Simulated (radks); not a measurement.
# Kr in [Ar] 3d10 4s1.75 4p6 5s0.25: an all-electron calculation

What are the levels of neutral krypton, how large are its shells, and how does its energy divide?

Program: radks (a radial shooting solver on a logarithmic mesh, Libxc functionals) version 1. Level of theory: Dirac Kohn-Sham, revPBE, spin-unpolarised, spherical densities, point nucleus. These are calculated values, not measurements, unless marked.

**1. The atom as given**

- element: krypton (Z = 36)
- charge: 0
- electrons: 36
- configuration: [Ar] 3d10 4s1.75 4p6 5s0.25

**2. The run**

Input:

```text
Z 36
configuration [Ar] 3d10 4s1.75 4p6 5s0.25 4d0 5p0 6s0 4f0
relativity Dirac
functional pbe_r,pbe
spin unpolarised
j_filling average
nucleus point
c 137.035999084
```

Run with:

```
$ python run_ks.py task.json out
```

The same process makes all the runs of this session.

Q: Predict the outcome of this run.

The runs gave:

| quantity | value |
| --- | --- |
| total energy | -2790.44701 hartree |
| exchange-correlation share of it | 3.47 % |
| −T/E | 1.0269 |
| highest occupied level | 5s1/2, -1.104 eV |
| most extended occupied level | 5s1/2, <r> = 6.73 bohr |
| radius at density 0.001 e/bohr³ | 4.05 bohr |
| maxima of the radial density | 3 |

**Reading.** The radial density shows 3 maxima for 5 occupied principal shells; where shells overlap, one shows as a shoulder or not at all. Relativity lifts −T/E to 1.027. This is not the tabulated ground configuration, so its levels and sizes aren't those of the ground state, and no measured value stands beside it.
